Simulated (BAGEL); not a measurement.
# HF/STO-3G (density fitting with qzvpp-jkfit) run of CH4BFO (SMILES OCBF)

What is the energy change on altering one bond length of CH4BFO at HF/STO-3G (density fitting with qzvpp-jkfit)? 

The calculation is run with BAGEL 1.2.2.

1 further run of the same task is left out (it didn't finish). Runs told in other sessions of the task aren't counted.

### Step 1. Starting point

CH4BFO has 8 atoms, charge 0, and is taken as a singlet. SMILES: `OCBF`. Geometry: relaxed at PBE0-D4/def2-TZVP. This is one conformer, not always the lowest.

Bond lengths: O1–C2 1.408 Å, C2–B3 1.560 Å, B3–F4 1.317 Å, O1–H5 0.959 Å, C2–H6 1.105 Å, C2–H7 1.105 Å, B3–H8 1.201 Å. Angles: O1–C2–B3 113.4°, C2–B3–F4 121.5°, O1–C2–H6 112.5°, O1–C2–H7 112.5°, B3–C2–H6 106.7°, B3–C2–H7 106.6°, C2–O1–H5 108.9°, C2–B3–H8 120.7°, F4–B3–H8 117.8°, H6–C2–H7 104.5°.

### Step 2. The energy at HF/STO-3G (density fitting with qzvpp-jkfit)

Input file hf.json:

```json
{ "bagel" : [

{
  "title" : "molecule",
  "basis" : "sto-3g",
  "df_basis" : "qzvpp-jkfit",
  "angstrom" : "true",
  "geometry" : [
    { "atom" : "O", "xyz" : [   -1.240500,    0.762600,   -0.169300 ] },
    { "atom" : "C", "xyz" : [    0.117900,    0.425000,   -0.013600 ] },
    { "atom" : "B", "xyz" : [    0.368600,   -1.112000,    0.076000 ] },
    { "atom" : "F", "xyz" : [   -0.622900,   -1.976700,    0.007200 ] },
    { "atom" : "H", "xyz" : [   -1.319100,    1.717500,   -0.217300 ] },
    { "atom" : "H", "xyz" : [    0.563100,    0.872000,    0.893700 ] },
    { "atom" : "H", "xyz" : [    0.744200,    0.799800,   -0.843400 ] },
    { "atom" : "H", "xyz" : [    1.481000,   -1.545400,    0.210800 ] }
  ]
},
{ "title" : "hf" },
{ "title" : "print", "file" : "orbitals.molden", "orbitals" : "true" }

]}
```

Launch:

```
BAGEL_NUM_THREADS=1 BAGEL hf.json > hf.out
```

What it wrote:

```text
* using 1 threads per process

  ===============================================================
  ===============================================================

  *** Geometry ***

  { "atom" : "O", "xyz" : [     -2.344205,      1.441105,     -0.319931 ] },
  { "atom" : "C", "xyz" : [      0.222799,      0.803134,     -0.025700 ] },
  { "atom" : "B", "xyz" : [      0.696553,     -2.101375,      0.143619 ] },
  { "atom" : "F", "xyz" : [     -1.177110,     -3.735422,      0.013606 ] },
  { "atom" : "H", "xyz" : [     -2.492738,      3.245605,     -0.410637 ] },
  { "atom" : "H", "xyz" : [      1.064105,      1.647841,      1.688848 ] },
  { "atom" : "H", "xyz" : [      1.406334,      1.511403,     -1.593795 ] },
  { "atom" : "H", "xyz" : [      2.798684,     -2.920383,      0.398354 ] },

  Number of auxiliary basis functions:      376

  Since a DF basis is specified, we compute 2- and 3-index integrals:
    o Being stored without compression. Storage requirement is 0.002 GB

  Number of basis functions:       24
  Number of electrons      :       32

    * METHOD: MOLECULE                             0.09

  *** RHF ***

  === Nuclear Repulsion ===
   111.2266166748

      * DIIS with orbital gradients will be used.

  === RHF iteration (sto-3g) ===
      0       -235.91947064          0.02300515           0.01
      1       -236.01038308          0.00652553           0.01
      2       -236.01752861          0.00124165           0.01
      3       -236.01795717          0.00012171           0.01
      4       -236.01796154          0.00003122           0.01
      5       -236.01796185          0.00000860           0.01
      6       -236.01796188          0.00000253           0.01
      7       -236.01796188          0.00000070           0.01
      8       -236.01796188          0.00000014           0.01
      9       -236.01796188          0.00000003           0.01
     10       -236.01796188          0.00000001           0.01
    * SCF iteration converged.

    * Permanent dipole moment:
           (   -0.475850,    -0.533693,    -0.027410) a.u.

    * METHOD: HF                                   0.15

    * METHOD: PRINT                                0.00

  ===============================================================
```

It took 0.36 s on 1 thread of Arm Neoverse V1, shared host.

### Step 3. The distorted shape

Input file calc.json:

```json
{ "bagel": [

{
  "title": "molecule",
  "basis": "sto-3g",
  "df_basis": "qzvpp-jkfit",
  "angstrom": true,
  "geometry": [
    { "atom": "O", "xyz": [      -1.216922,       0.476160,      -0.154902 ] },
    { "atom": "C", "xyz": [       0.141478,       0.138560,       0.000798 ] },
    { "atom": "B", "xyz": [       0.392178,      -1.398440,       0.090398 ] },
    { "atom": "F", "xyz": [      -0.599322,      -2.263140,       0.021598 ] },
    { "atom": "H", "xyz": [      -1.319100,       1.717500,      -0.217300 ] },
    { "atom": "H", "xyz": [       0.586678,       0.585560,       0.908098 ] },
    { "atom": "H", "xyz": [       0.767778,       0.513360,      -0.829002 ] },
    { "atom": "H", "xyz": [       1.504578,      -1.831840,       0.225198 ] }
  ]
},

{
  "title": "hf"
},

{
  "title": "print",
  "file": "orbitals.molden",
  "orbitals": true
}

]}
```

Launch:

```
BAGEL_NUM_THREADS=1 BAGEL calc.json > calc.out
```

What it wrote:

```text
* using 1 threads per process

  ===============================================================
  ===============================================================

  *** Geometry ***

  { "atom" : "O", "xyz" : [     -2.299649,      0.899812,     -0.292722 ] },
  { "atom" : "C", "xyz" : [      0.267355,      0.261840,      0.001508 ] },
  { "atom" : "B", "xyz" : [      0.741109,     -2.642669,      0.170827 ] },
  { "atom" : "F", "xyz" : [     -1.132554,     -4.276715,      0.040814 ] },
  { "atom" : "H", "xyz" : [     -2.492738,      3.245605,     -0.410637 ] },
  { "atom" : "H", "xyz" : [      1.108661,      1.106548,      1.716057 ] },
  { "atom" : "H", "xyz" : [      1.450890,      0.970110,     -1.566587 ] },
  { "atom" : "H", "xyz" : [      2.843240,     -3.461676,      0.425563 ] },

  Number of auxiliary basis functions:      376

  Since a DF basis is specified, we compute 2- and 3-index integrals:
    o Being stored without compression. Storage requirement is 0.002 GB

  Number of basis functions:       24
  Number of electrons      :       32

    * METHOD: MOLECULE                             0.09

  *** RHF ***

  === Nuclear Repulsion ===
   109.8632506546

      * DIIS with orbital gradients will be used.

  === RHF iteration (sto-3g) ===
      0       -235.85894404          0.02506065           0.01
      1       -235.96030524          0.00780733           0.01
      2       -235.96990742          0.00127894           0.01
      3       -235.97037754          0.00010758           0.01
      4       -235.97038044          0.00002982           0.01
      5       -235.97038070          0.00000895           0.01
      6       -235.97038072          0.00000265           0.01
      7       -235.97038073          0.00000055           0.01
      8       -235.97038073          0.00000011           0.01
      9       -235.97038073          0.00000002           0.01
     10       -235.97038073          0.00000000           0.01
    * SCF iteration converged.

    * Permanent dipole moment:
           (   -0.504172,    -0.422067,    -0.035009) a.u.

    * METHOD: HF                                   0.16

    * METHOD: PRINT                                0.00

  ===============================================================
```

Run time: 0.38 s. Hardware: 1 thread of Arm Neoverse V1, shared host.

### Step 4. Outcome

Level: HF/STO-3G (density fitting with qzvpp-jkfit).

| quantity | value |
| --- | --- |
| first shape: total energy | -236.01796 Eh |
| first shape: dipole moment | 1.82 D |
| first shape: HOMO energy | -9.58 eV |
| first shape: LUMO energy | 7.77 eV |
| first shape: HOMO–LUMO gap | 17.35 eV |
| distorted shape: total energy | -235.97038 Eh |
| distorted shape: dipole moment | 1.67 D |
| distorted shape: HOMO energy | -9.54 eV |
| distorted shape: LUMO energy | 7.67 eV |
| distorted shape: HOMO–LUMO gap | 17.21 eV |
| energy change with the O1–H5 bond stretched from 0.959 to 1.247 Å | 1.295 eV |

What this shows: With the O1–H5 bond stretched from 0.959 to 1.247 Å the energy rises by 1.29 eV (30 kcal/mol). The first shape isn't relaxed at this level, so the change isn't measured from a minimum. The minimal basis adds a large error of its own.
